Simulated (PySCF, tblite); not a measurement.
**CH₄NOSi radical: geometry, infrared bands and EPR parameters**

Wanted: the infrared bands and EPR parameters of CH₄NOSi radical (`O=[C]N[SiH3]`), by calculation.

Programs: tblite 0.8.0 and PySCF 2.14.0, with density-fitted response routines of our own. Each step states its level of theory. These are calculated values for one molecule in the gas phase, unless marked as measured. Atoms are numbered from 0 throughout.

**1. Starting geometry**

8 atoms, charge 0, multiplicity 2; geometry from: force field or distance geometry start.

Bonds of the start (Å): O0–C1 1.27, C1–N2 1.44, N2–Si3 1.77, N2–H4 1.04, Si3–H5 1.45, Si3–H6 1.48, Si3–H7 1.50.

**2. Geometry optimisation with GFN2-xTB**

The job: settings as JSON, then the geometry in Å.

```
{"job": {"kind": "relax", "xc": "GFN2-xTB", "basis": "xTB"}, "charge": 0, "multiplicity": 2}
O     -1.489000    -1.500400     0.052400
C     -1.826400    -0.278100     0.004700
N     -0.721700     0.645100    -0.027300
Si     0.939800     0.049300    -0.036900
H     -0.952900     1.659600    -0.056100
H      1.900300     0.946800    -0.643000
H      0.877600    -1.270200    -0.709500
H      1.281500    -0.242700     1.391100
```

The run is started by

```sh
OMP_NUM_THREADS=1 python probes_run.py task.json out
```

The driver reads the jobs from task.json and runs them one after another.

**Question.** This job is followed by: GFN2-xTB harmonic vibrations, gas phase; UKS B3LYP, pcH-1 on C H N O Si, non-relativistic, mean-field spin-orbit, GIAO. Predict these results of the whole session: strongest single infrared mode (GFN2-xTB); zero-point energy (GFN2-xTB); g(iso) (B3LYP); ⟨S²⟩; largest a(iso) (averaged by class); surface potential, 1st and 99th percentile.

The runs gave:

```
                                 quantity                  value
strongest single infrared mode (GFN2-xTB)  1857 cm⁻¹, 634 km/mol
             zero-point energy (GFN2-xTB)          29.1 kcal/mol
                           g(iso) (B3LYP)                2.00171
                                     ⟨S²⟩     0.753 (exact 0.75)
       largest a(iso) (averaged by class)   13C on C1, 435.6 MHz
    surface potential, 1st and 99th percentile     -1.66 V and 2.31 V
```

**Reading.** Over 30 steps the energy fell by 0.745 eV; of the close pairs, C1–N2 changed most, 1.440 to 1.323 Å. No mode is imaginary among the 18: a minimum at this level. The strongest single mode, at 1857 cm⁻¹, moves mainly C1 and O0. GFN2-xTB is a fitted tight-binding method: band positions and strengths are rough. Its intensities can rank the bands wrongly. The largest share of the spin, 0.67 e, sits on C1. The isotropic g lies 0.6 ppt below the free-electron value.
